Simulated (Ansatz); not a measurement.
**C2H6O2Si: one species, many methods**

Aim: compute C2H6O2Si with functionals from several rungs and with coupled cluster, and see how far each lands from CCSD(T) at the basis-set limit for the atomisation energy.

Program: Ansatz 0.2.0, Gaussian basis. Level of theory: functionals in def2-TZVPP, the program's frozen cores in correlated methods. These are calculated values, not measurements.

Plan: PBE-D4, r2SCAN-D4, PBE0-D4, B3LYP-D4, ωB97X-V, ωB97M-V, B2PLYP; CCSD(T)/def2-TZVPP; MP2/def2-QZVPP; extrapolation to the limit.

## (1) Structure used throughout

The geometry comes from an earlier relaxation with PBE0-D4 in a triple-zeta def2 set; it is a stationary point, not always the lowest conformer.

11 atoms, charge 0, spin multiplicity 1.

Atoms are counted from 1 here; the program's logs count them from 0.

Bond lengths: C1–Si2 1.858 Å, C1–H6 1.092 Å, C1–H7 1.092 Å, C1–H8 1.092 Å, Si2–C3 1.926 Å, Si2–H9 1.486 Å, Si2–H10 1.486 Å, C3–O4 1.204 Å, C3–O5 1.346 Å, O5–H11 0.971 Å. Angles: Si2–C1–H6 110.3°, Si2–C1–H7 110.4°, Si2–C1–H8 111.0°, H6–C1–H7 107.9°, H6–C1–H8 108.6°, H7–C1–H8 108.6°, C1–Si2–C3 107.6°, C1–Si2–H9 112.7°, C1–Si2–H10 112.6°, C3–Si2–H9 107.5°, C3–Si2–H10 107.4°, H9–Si2–H10 108.8°, Si2–C3–O4 124.0°, Si2–C3–O5 113.8°, O4–C3–O5 122.2°, C3–O5–H11 107.1°.

Geometry (Å):

```mol
C2H6O2Si
  3D, bonds by distance, orders not assigned

 11 10  0  0  0  0  0  0  0  0999 V2000
   -1.1154    1.2884    0.3863 C   0  0
    0.5080    0.3893    0.4795 Si  0  0
    0.3697   -1.1813   -0.6259 C   0  0
   -0.6184   -1.4867   -1.2416 O   0  0
    1.4904   -1.9257   -0.6543 O   0  0
   -1.9255    0.6460    0.7370 H   0  0
   -1.3342    1.5709   -0.6454 H   0  0
   -1.0981    2.1925    0.9985 H   0  0
    1.6416    1.1993   -0.0370 H   0  0
    0.8326   -0.0642    1.8569 H   0  0
    1.3146   -2.6853   -1.2335 H   0  0
  1  2  8  0
  2  3  8  0
  3  4  8  0
  3  5  8  0
  1  6  8  0
  1  7  8  0
  1  8  8  0
  2  9  8  0
  2 10  8  0
  5 11  8  0
M  END
```

## (2) PBE-D4 (GGA)

in.yaml

```yaml
crystal:
  periodic: [false, false, false]
  atoms:
    - {symbol: C, position_ang: [-1.115381, 1.288360, 0.386267]}
    - {symbol: Si, position_ang: [0.508040, 0.389285, 0.479546]}
    - {symbol: C, position_ang: [0.369675, -1.181326, -0.625883]}
    - {symbol: O, position_ang: [-0.618389, -1.486715, -1.241625]}
    - {symbol: O, position_ang: [1.490369, -1.925665, -0.654256]}
    - {symbol: H, position_ang: [-1.925523, 0.646049, 0.737040]}
    - {symbol: H, position_ang: [-1.334209, 1.570887, -0.645351]}
    - {symbol: H, position_ang: [-1.098053, 2.192529, 0.998478]}
    - {symbol: H, position_ang: [1.641600, 1.199303, -0.037028]}
    - {symbol: H, position_ang: [0.832609, -0.064240, 1.856865]}
    - {symbol: H, position_ang: [1.314564, -2.685267, -1.233453]}
basis:
  gaussian: {orbitals: def2-TZVPP}
hamiltonian: {xc: pbe, dispersion: d4}
output: {forces: true, orbitals: {seedname: orbitals}}
```

Started as:

```
ansatz run in.yaml --threads 4 --pin off --events-out ev --progress --plain --max-ram 10444MiB
```

The runs that follow: r2SCAN-D4 (meta-GGA); PBE0-D4 (hybrid); B3LYP-D4 (hybrid); ωB97X-V (range-separated); ωB97M-V (range-separated); B2PLYP (double hybrid); CCSD(T) in def2-TZVPP; MP2 in def2-QZVPP.

Q: Predict the results of all the runs planned. Wanted: atomisation energy, CCSD(T)/CBS; farthest; mean size of error, hybrid; mean size of error, range-separated; gap, smallest and largest; T1 diagnostic; triples share of the correlation energy.

The runs gave:

```
                               quantity                                           value
        atomisation energy, CCSD(T)/CBS                                   4242.4 kJ/mol
 functionals within 21.2 kJ/mol (0.5 %)  r2SCAN-D4, PBE0-D4, B3LYP-D4, ωB97X-V, ωB97M-V
                               farthest                           PBE-D4 (+99.7 kJ/mol)
             mean size of error, hybrid                                      4.5 kJ/mol
    mean size of error, range-separated                                     14.2 kJ/mol
              gap, smallest and largest            4.60 eV (PBE-D4), 11.96 eV (ωB97X-V)
                          T1 diagnostic                                          0.0151
triples share of the correlation energy                                           3.9 %
```

PBE-D4 is off by +99.7 kJ/mol. Double hybrids carry the basis error of their MP2 part in triple zeta, and no dispersion term here, so their miss is partly the set-up's. Misses under about 21.2 kJ/mol are within the doubt on the reference itself, which lacks core-valence correlation, relativity and higher excitations. Hartree-Fock recovers 71 % of the binding; the rest is correlation. Orbital gaps span 4.6 to 12.0 eV; exact exchange widens them.
